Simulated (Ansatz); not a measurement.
Runs of Ansatz 0.2.0 on GeW. Symmetry: Fm-3m, No. 225, cubic system. The conventional cell has a = 5.155 Å, b = 5.155 Å, c = 5.155 Å, α = 90.00°, β = 90.00°, γ = 90.00°. Ge (site symmetry m-3m) has 6 W at 2.58 Å as nearest neighbours. W (site symmetry m-3m) is surrounded by 6 Ge at 2.58 Å. The cell was built by a generator and needn't be a form met in nature.

```tsv
task	level	spin	cell	k mesh	points for each segment of the path	gap on the mesh (eV)	pressure (GPa)	relaxed volume (Å³/atom)
relaxation of cell and atoms	LDA	off	relaxed	9 × 9 × 9	-	none	0.0	16.22
band structure	PBE	SOC, no magnetisation	as given	7 × 7 × 7	14	none	0.3	-
band structure	PBEsol	off	as given	9 × 9 × 9	14	none	(b)	-
relaxation of cell and atoms	PBEsol	off	relaxed	9 × 9 × 9	-	none	0.0	16.57
relaxation of cell and atoms	PBE	off	relaxed	9 × 9 × 9	-	none	0.0	(a)
```

Alike in all rows: potentials or basis Ansatz PAW; cutoff (eV) 420; smearing fermi-dirac 0.05 eV.

Problem. Fill in the values left out.

Solution. (a) 17.15; (b) -5.8.

Caveats: the plane-wave basis is chosen anew once the cell has moved, so the energies of steps on either side of that aren't comparable (some runs); the PAW data sets come from PBE, with cores solved anew for the run's functional, which leaves a small shift of forces and pressure (some runs); spin-orbit coupling is left out, which moves the levels of the heavy elements (some runs).

A k mesh can miss the band edges, and rows without SOC leave out spin-orbit coupling on Ge, W.

A gap of «none» marks a metal or a gap under the smearing width.
